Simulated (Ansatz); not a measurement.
**Cd started on a Si site in alpha-quartz SiO2, 72 atoms, charge 0**

How does the host give way around this defect, what does it cost to form, and which levels does it put into the gap? The levels of theory are PBEsol, HSE06 and r²SCAN.

All numbers are computed with Ansatz 0.2.0 (PAW, plane waves).

## (1) The starting cell

72 atoms (23 Si, 1 Cd, 48 O); a = 9.902 Å, b = 9.902 Å, c = 10.886 Å, α = 90.00°, β = 90.00°, γ = 120.00°. All atoms were shaken off their sites by about 0.02 Å along each axis. Defect site 1: (0.265, 0.265, 0.500). Starting moments add up to 2 μB.

Steps to follow: (2) PBEsol relaxation at the single k point (¼, ¼, ¼), on 8 threads of AMD EPYC 7R43; (3) HSE06 single point at the single k point (¼, ¼, ¼), on 8 threads of AMD EPYC 7R43; (4) r²SCAN single point at the single k point (¼, ¼, ¼), on 8 threads of AMD EPYC 7R43.

## (2) Relaxation of the positions (PBEsol)

in.yaml reads:

```yaml
crystal:
  lattice:
    - [9.901639, 0.000000, 0.000000]
    - [-4.950819, 8.575071, 0.000000]
    - [0.000000, 0.000000, 10.885880]
  atoms:
    - { symbol: Si, position: [0.237558, 0.004014, 0.168205] }
    - { symbol: Si, position: [0.235694, 0.998964, 0.665198] }
    - { symbol: Si, position: [0.236198, 0.499153, 0.168436] }
    - { symbol: Si, position: [0.238483, 0.503352, 0.668014] }
    - { symbol: Si, position: [0.738462, 0.003198, 0.166577] }
    - { symbol: Si, position: [0.732429, 0.002416, 0.664486] }
    - { symbol: Si, position: [0.737232, 0.508236, 0.168643] }
    - { symbol: Si, position: [0.737234, 0.498141, 0.665749] }
    - { symbol: Si, position: [0.004478, 0.237359, 0.334087] }
    - { symbol: Si, position: [0.003219, 0.238592, 0.833866] }
    - { symbol: Si, position: [0.001698, 0.735855, 0.334285] }
    - { symbol: Si, position: [0.001169, 0.732089, 0.832788] }
    - { symbol: Si, position: [0.497837, 0.233961, 0.333839] }
    - { symbol: Si, position: [0.498341, 0.231775, 0.832218] }
    - { symbol: Si, position: [0.502202, 0.734770, 0.330973] }
    - { symbol: Si, position: [0.499817, 0.732688, 0.834885] }
    - { symbol: Si, position: [0.263355, 0.261854, 0.000759] }
    - { symbol: Si, position: [0.264531, 0.761760, 0.999736] }
    - { symbol: Si, position: [0.263589, 0.762345, 0.498280] }
    - { symbol: Si, position: [0.764887, 0.262977, 0.001053] }
    - { symbol: Si, position: [0.760687, 0.265095, 0.499568] }
    - { symbol: Si, position: [0.761690, 0.765134, 0.997695] }
    - { symbol: Si, position: [0.766396, 0.763412, 0.501845] }
    - { symbol: Cd, position: [0.266004, 0.266799, 0.497009], spin: 0.4 }
    - { symbol: O, position: [0.206065, 0.131478, 0.104397] }
    - { symbol: O, position: [0.206132, 0.133239, 0.605553], spin: 0.4 }
    - { symbol: O, position: [0.206658, 0.634836, 0.105670] }
    - { symbol: O, position: [0.210044, 0.636706, 0.607831] }
    - { symbol: O, position: [0.704249, 0.129387, 0.106974] }
    - { symbol: O, position: [0.708676, 0.137169, 0.605059] }
    - { symbol: O, position: [0.709800, 0.635761, 0.108852] }
    - { symbol: O, position: [0.709960, 0.638154, 0.605703] }
    - { symbol: O, position: [0.371663, 0.073543, 0.270882] }
    - { symbol: O, position: [0.368518, 0.078438, 0.773817] }
    - { symbol: O, position: [0.363854, 0.571961, 0.274036] }
    - { symbol: O, position: [0.367931, 0.573253, 0.775074] }
    - { symbol: O, position: [0.871057, 0.075746, 0.272360] }
    - { symbol: O, position: [0.865628, 0.072989, 0.774868] }
    - { symbol: O, position: [0.865197, 0.569418, 0.275293] }
    - { symbol: O, position: [0.866033, 0.573391, 0.772347] }
    - { symbol: O, position: [0.427583, 0.292960, 0.440898], spin: 0.4 }
    - { symbol: O, position: [0.427591, 0.296170, 0.944501] }
    - { symbol: O, position: [0.430848, 0.799463, 0.443107] }
    - { symbol: O, position: [0.421344, 0.790843, 0.939257] }
    - { symbol: O, position: [0.929588, 0.289249, 0.440165] }
    - { symbol: O, position: [0.928814, 0.295405, 0.939414] }
    - { symbol: O, position: [0.925084, 0.798299, 0.439130] }
    - { symbol: O, position: [0.922448, 0.790843, 0.938040] }
    - { symbol: O, position: [0.132735, 0.204762, 0.391830], spin: 0.4 }
    - { symbol: O, position: [0.130680, 0.206135, 0.893414] }
    - { symbol: O, position: [0.132095, 0.709057, 0.393196] }
    - { symbol: O, position: [0.133697, 0.706883, 0.894902] }
    - { symbol: O, position: [0.632325, 0.203694, 0.390352] }
    - { symbol: O, position: [0.633117, 0.206719, 0.896960] }
    - { symbol: O, position: [0.633318, 0.708218, 0.392790] }
    - { symbol: O, position: [0.635377, 0.709108, 0.892605] }
    - { symbol: O, position: [0.072889, 0.363878, 0.226914] }
    - { symbol: O, position: [0.073783, 0.369496, 0.727579] }
    - { symbol: O, position: [0.073563, 0.866154, 0.223327] }
    - { symbol: O, position: [0.071375, 0.865838, 0.726968] }
    - { symbol: O, position: [0.571953, 0.368478, 0.224915] }
    - { symbol: O, position: [0.571524, 0.369251, 0.726204] }
    - { symbol: O, position: [0.573197, 0.868911, 0.226447] }
    - { symbol: O, position: [0.570931, 0.866701, 0.726722] }
    - { symbol: O, position: [0.293068, 0.426821, 0.056633] }
    - { symbol: O, position: [0.296843, 0.427995, 0.557445], spin: 0.4 }
    - { symbol: O, position: [0.295193, 0.925815, 0.061255] }
    - { symbol: O, position: [0.293040, 0.930345, 0.558820] }
    - { symbol: O, position: [0.795960, 0.431148, 0.059185] }
    - { symbol: O, position: [0.791506, 0.423239, 0.562119] }
    - { symbol: O, position: [0.790729, 0.927696, 0.058123] }
    - { symbol: O, position: [0.794988, 0.930078, 0.560778] }
  symmetry: { detect: false }
kpoints:
  mp_grid: { grid: [1, 1, 1], shift: [0.25, 0.25, 0.25] }
hamiltonian:
  xc: pbesol
magnetization:
  spin_polarized: true
scf:
  occupations: { method: fermi_dirac, width: 0.01 }
relax:
  f_tol: 0.03
  max_steps: 80
  escape_saddle: false
  adjacent_minimum: "off"
output:
  forces: true
  eigenvalues: true
  populations: true
  write_density: true
  write_potential: true
  elf: true
  volumetric_format: npy
```

Launch:

```sh
$ ansatz run in.yaml --threads 8 --pin off --max-ram 15200MiB --runs-dir r --events-out ev --progress --plain
```

Further steps of the session: Single point with HSE06; r²SCAN on the same atoms.

**Question.** What will these runs give? Wanted: for each run, formation energy; host gap; top filled to lowest empty; moment.

The runs gave:

```
             level                     time  formation energy (eV)  host gap (eV)  top filled to lowest empty (eV)  moment (μB)
PBEsol, relaxation  3.3 min (8 CPU threads)                  10.78           5.75                             0.18         2.00
             HSE06   23 min (8 CPU threads)                  12.20           7.72                             0.96         2.00
            r²SCAN  2.1 min (8 CPU threads)                  11.32           6.52                             0.31         2.00
```

```
            quantity                              value
          relaxation  8 recorded steps, 12.34 eV gained
       largest shift                       0.55 Å (O66)
largest local moment                      +0.42 μB on O
```

**Reading.** The relaxation lowers the energy by 12.34 eV; the largest shift is 0.55 Å (O66). The formation energy goes from 10.78 eV (PBEsol) to 12.20 eV (HSE06). The reservoirs are the elements' reference phases; where the defect changes the composition, the value depends on that choice. r²SCAN puts 7 localised levels over 0.1 eV inside the gap, at 0.19 (filled), 0.23 (filled), 0.26 (filled), 0.44 (filled) eV (the lowest four), the tightest of them shared by about 6 atoms. Those within 0.2 eV of an edge lie within the error of lining up the edges. The price of HSE06 is about 11 times the time of r²SCAN here. The host's edges were read at Γ, so band-like levels at this k point need not coincide with them. Finite-cell errors of some tenths of an eV remain in such numbers.
